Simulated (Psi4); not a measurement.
**GeF2 (SMILES [F][Ge][F]): levels of theory compared**

Aim: a comparison of 4 runs (HF/STO-3G, HF/3-21G, HSE06/def2-TZVPP, TPSSh/def2-TZVPP) of GeF2. 

The calculation is run with Psi4 1.11.

### 1 Starting point

The species is GeF2 (3 atoms), meant as a singlet with charge 0. SMILES: `[F][Ge][F]`. One bond was lengthened or shortened from a relaxed shape.

Bond lengths: F1–Ge2 2.007 Å, Ge2–F3 1.745 Å. Angles: F1–Ge2–F3 97.2°.

### 2 Energy and gradient at HF/STO-3G (run 1)

File input.dat:

```
memory 1600 MB

molecule m {
  F     -0.872912    -1.222792    -0.620157
  Ge     0.637500    -0.295200     0.320200
  F      0.027600     1.332100     0.164100
  symmetry c1
}

set basis STO-3G
set puream true
set e_convergence 1e-09
set d_convergence 1e-08
set scf_type pk

E, wfn = gradient('scf', return_wfn=True)
```

Started as:

```
$ psi4 -n 1 input.dat output.dat
```

output.dat:

```text
[...]
  Running in c1 symmetry.
[...]
  Nuclear repulsion =  178.498649610098312
[...]
  Multiplicity = 1
[...]
  Nalpha       = 25
  Nbeta        = 25
[...]
    Number of basis functions: 28
[...]
   @RHF iter   1: -2247.62912337574835   -3.70786e+00   1.88615e-02 DIIS/ADIIS
[...]
   @RHF iter  11: -2247.77327392389043   -3.18323e-12   9.95679e-09 DIIS
[...]
  @RHF Final Energy: -2247.77327392389043
   => Energetics <=
    Nuclear Repulsion Energy =            178.4986496100983118
    One-Electron Energy =               -3517.3885256394873977
    Two-Electron Energy =                1091.1166021054987141
    Total Energy =                      -2247.7732739238904287
[...]
 Multipole Moments:
 ------------------------------------------------------------------------------------
     Multipole            Electronic (a.u.)      Nuclear  (a.u.)        Total (a.u.)
 ------------------------------------------------------------------------------------
 L = 1.  Multiply by 2.5417464519 to convert [e a0] to [Debye]
 Dipole X            :          2.8779534           -2.3102038            0.5677495
 Dipole Y            :         -0.6203543            0.6806906            0.0603363
 Dipole Z            :         -0.0000000           -0.0000000           -0.0000000
 Magnitude           :                                                    0.5709466
[...]
  -Total Gradient:
     Atom            X                  Y                   Z
    ------   -----------------  -----------------  -----------------
       1       -0.102760780671    -0.065099354545     0.000000000000
       2        0.113361135202     0.003975286862    -0.000000000000
       3       -0.010600354499     0.061124067684    -0.000000000000
[...]
```

It took 2.6 s on 1 thread of Intel Xeon Platinum 8259CL at 2.50GHz (Skylake/Cascade Lake), shared host; peak memory 0.2 GiB.

### 3 Energy and gradient at HF/3-21G (run 2)

File calc.in:

```
memory 1.6 GB

molecule {
  0 1
  F     -0.872912    -1.222792    -0.620157
  Ge     0.637500    -0.295200     0.320200
  F      0.027600     1.332100     0.164100
  symmetry c1
}

set {
  basis 3-21G
  reference rhf
  puream true
  e_convergence 1e-09
  d_convergence 1e-08
  scf_type pk
}

gradient("hf")
```

Started as:

```
$ psi4 -i calc.in -o calc.out -n 1
```

calc.out:

```text
[...]
  Running in c1 symmetry.
[...]
  Nuclear repulsion =  178.498649610098312
[...]
  Multiplicity = 1
[...]
  Nalpha       = 25
  Nbeta        = 25
[...]
    Number of basis functions: 40
[...]
   @RHF iter   1: -2263.03243666957860   -5.12591e+00   1.61011e-02 ADIIS/DIIS
[...]
   @RHF iter  11: -2263.19899838676065   -8.64020e-12   7.88658e-09 DIIS
[...]
  @RHF Final Energy: -2263.19899838676065
   => Energetics <=
    Nuclear Repulsion Energy =            178.4986496100983118
    One-Electron Energy =               -3518.1204478065324111
    Two-Electron Energy =                1076.4227998096737338
    Total Energy =                      -2263.1989983867606497
[...]
 Multipole Moments:
 ------------------------------------------------------------------------------------
     Multipole            Electronic (a.u.)      Nuclear  (a.u.)        Total (a.u.)
 ------------------------------------------------------------------------------------
 L = 1.  Multiply by 2.5417464519 to convert [e a0] to [Debye]
 Dipole X            :          3.7523980           -2.3102038            1.4421942
 Dipole Y            :         -0.8020751            0.6806906           -0.1213845
 Dipole Z            :         -0.0000000           -0.0000000           -0.0000000
 Magnitude           :                                                    1.4472934
[...]
  -Total Gradient:
     Atom            X                  Y                   Z
    ------   -----------------  -----------------  -----------------
       1       -0.088747442422    -0.050855758859     0.000000000000
       2        0.099025748682     0.010704542094    -0.000000000000
       3       -0.010278306187     0.040151216756     0.000000000000
[...]
```

Wall time 3.6 s (1 thread of Intel Xeon Platinum 8259CL at 2.50GHz (Skylake/Cascade Lake), shared host); peak memory 0.2 GiB.

Run 3 isn't shown in full; the table further down has it.

### 4 Energy and gradient at TPSSh/def2-TZVPP (run 4)

File calc.py:

```python
import psi4

psi4.set_memory(1600000000)
psi4.set_num_threads(1)
psi4.set_output_file('psi4.out', False)

molecule = psi4.geometry("""
0 1
F     -0.872912    -1.222792    -0.620157
Ge     0.637500    -0.295200     0.320200
F      0.027600     1.332100     0.164100
symmetry c1
no_reorient
no_com
""")

psi4.set_options({
    'basis': 'def2-TZVPP',
    'reference': 'rks',
    'puream': True,
    'e_convergence': 1e-09,
    'd_convergence': 1e-08,
    'scf_type': 'pk',
    'dft_radial_points': 99,
    'dft_spherical_points': 590,
})

e_tot, wfn = psi4.gradient('TPSSH', molecule=molecule, return_wfn=True)
psi4.oeprop(wfn, 'MULLIKEN_CHARGES', 'QUADRUPOLE', 'WIBERG_LOWDIN_INDICES', title='TPSSH')
print('gradient / Eh bohr^-1')
print(e_tot.np.round(6))
print(f'energy = {wfn.energy():.10f} Eh')
```

Started as:

```
$ python calc.py
```

psi4.out:

```text
[...]
  Running in c1 symmetry.
[...]
  Nuclear repulsion =  178.498649610098312
[...]
  Multiplicity = 1
[...]
  Nalpha       = 25
  Nbeta        = 25
[...]
    Number of basis functions: 110
[...]
   @RKS iter   1: -2275.51081623161554   -2.45982e+00   2.67682e-02 ADIIS/DIIS
[...]
   @RKS iter  11: -2276.79519443163417   -4.50200e-11   9.75786e-09 DIIS
[...]
  @RKS Final Energy: -2276.79519443163417
   => Energetics <=
    Nuclear Repulsion Energy =            178.4986496100983118
    One-Electron Energy =               -3528.9443497531406138
    Two-Electron Energy =                1163.8039754403862389
    DFT Exchange-Correlation Energy =     -90.1534697289782088
    Empirical Dispersion Energy =           0.0000000000000000
    VV10 Nonlocal Energy =                  0.0000000000000000
    Total Energy =                      -2276.7951944316341724
[...]
  -Total Gradient:
     Atom            X                  Y                   Z
    ------   -----------------  -----------------  -----------------
       1       -0.048034070089    -0.029149684009    -0.029866153352
       2        0.049115826581     0.027258971791     0.030254229851
       3       -0.001087783272     0.002046156769    -0.000374051607
[...]
  Mulliken Charges: (a.u.)
   Center  Symbol    Alpha    Beta     Spin     Total
       1     F     4.74210  4.74210  0.00000 -0.48421
       2    GE    15.58895 15.58895  0.00000  0.82210
       3     F     4.66895  4.66895  0.00000 -0.33790
   Total alpha = 25.00000, Total beta = 25.00000, Total charge =  0.00000
  Wiberg Bond Indices using Orthogonal Lowdin Orbitals:
[...]
```

Standard output:

```text
gradient / Eh bohr^-1
[[-0.048034 -0.02915  -0.029866]
 [ 0.049116  0.027259  0.030254]
 [-0.001088  0.002046 -0.000374]]
energy = -2276.7951944316 Eh
```

Run time: 49 s. Hardware: 1 thread of Intel Xeon Platinum 8259CL at 2.50GHz (Skylake/Cascade Lake), shared host; peak memory 0.56 GiB.

### 5 The series

```csv
run,level,integration grid,energy (Eh),dipole moment (D),HOMO energy (eV),LUMO energy (eV),wall time
1,HF/STO-3G,–,-2247.773274,1.45,-6.92,4.58,2.6 s
2,HF/3-21G,–,-2263.198998,3.68,-11.38,0.23,3.6 s
3,HSE06/def2-TZVPP,99 radial × 590 angular,-2276.401279,3.73,-8.89,-3.54,56 s
4,TPSSh/def2-TZVPP,99 radial × 590 angular,-2276.795194,3.54,-8.51,-3.50,49 s
```

### 6 Summary of results

```
                       quantity           value
            run 4: total energy  -2276.79519 Eh
           run 4: dipole moment          3.54 D
             run 4: HOMO energy        -8.51 eV
             run 4: LUMO energy        -3.50 eV
           run 4: HOMO–LUMO gap         5.01 eV
run 4: largest force on an atom      3.281 eV/Å
```

**Reading.** The dipole moment (its size) runs from 1.45 D (HF/STO-3G) to 3.73 D (HSE06/def2-TZVPP). The two ends differ in method and basis. The HOMO–LUMO gap runs from 5.01 eV (TPSSh/def2-TZVPP) to 11.60 eV (HF/3-21G). Totals of different functionals can't be ranked against each other. In run 1 the basis is minimal, so the values are rough. All runs together took 1.8 min, the longest 56 s.
